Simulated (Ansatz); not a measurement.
# W8C8Br: the cost of one run

All numbers below are computed with Ansatz 0.2.0 (DFT LDA, plane waves, PAW, scalar-relativistic, no spin polarisation).

The COD cell was measured well above room temperature, so it is larger than a cold one.

**1. Starting point**

The cell holds 17 atoms (C8BrW8): a = 5.751 Å, b = 5.751 Å, c = 15.226 Å, α = 90.00°, β = 90.00°, γ = 120.00°.

Its coordinates follow in the input file.

**2. Relaxing the start**

File input.yaml:

```yaml
accuracy: low
crystal:
  lattice:
    - [5.75134, 0.0, 0.0]
    - [-2.87567, 4.980807, 0.0]
    - [0.0, 0.0, 15.22571]
  atoms:
    - { symbol: W, position: [0.0, 0.0, 0.0656784] }
    - { symbol: C, position: [0.3333333, 0.1666667, 0.158191] }
    - { symbol: W, position: [0.0, 0.0, 0.2507036] }
    - { symbol: C, position: [0.3333333, 0.1666667, 0.3432162] }
    - { symbol: W, position: [0.0, 0.5, 0.0656784] }
    - { symbol: C, position: [0.3333333, 0.6666667, 0.158191] }
    - { symbol: W, position: [0.0, 0.5, 0.2507036] }
    - { symbol: C, position: [0.3333333, 0.6666667, 0.3432162] }
    - { symbol: W, position: [0.5, 0.0, 0.0656784] }
    - { symbol: C, position: [0.8333333, 0.1666667, 0.158191] }
    - { symbol: W, position: [0.5, 0.0, 0.2507036] }
    - { symbol: C, position: [0.8333333, 0.1666667, 0.3432162] }
    - { symbol: W, position: [0.5, 0.5, 0.0656784] }
    - { symbol: C, position: [0.8333333, 0.6666667, 0.158191] }
    - { symbol: W, position: [0.5, 0.5, 0.2507036] }
    - { symbol: C, position: [0.8333333, 0.6666667, 0.3432162] }
    - { symbol: Br, position: [0.4885028, 0.47868, 0.441077] }
basis:
  ecutwfc: 420.0
kpoints:
  mp_grid: { grid: [2, 2, 1] }
hamiltonian:
  xc: lda
  pseudopotentials: { kind: paw, azcp: { folder: soft_1 } }
scf:
  occupations: { method: fermi_dirac, width: 0.1 }
  lower_state_search: "off"
relax:
  f_tol: 0.08
  max_steps: 25
  adjacent_minimum: "off"
  constraints: [{ sites: [0, 4, 8, 12] }]
```

Command:

```sh
> ansatz run input.yaml --threads 1 --pin off --max-ram 3072MiB --backend cpu --events-out ev --progress --plain --runs-dir out
```

What time and memory should one allow on 1 thread of Arm Neoverse V2, shared host?

About 79 s, with a peak of 0.61 GiB.
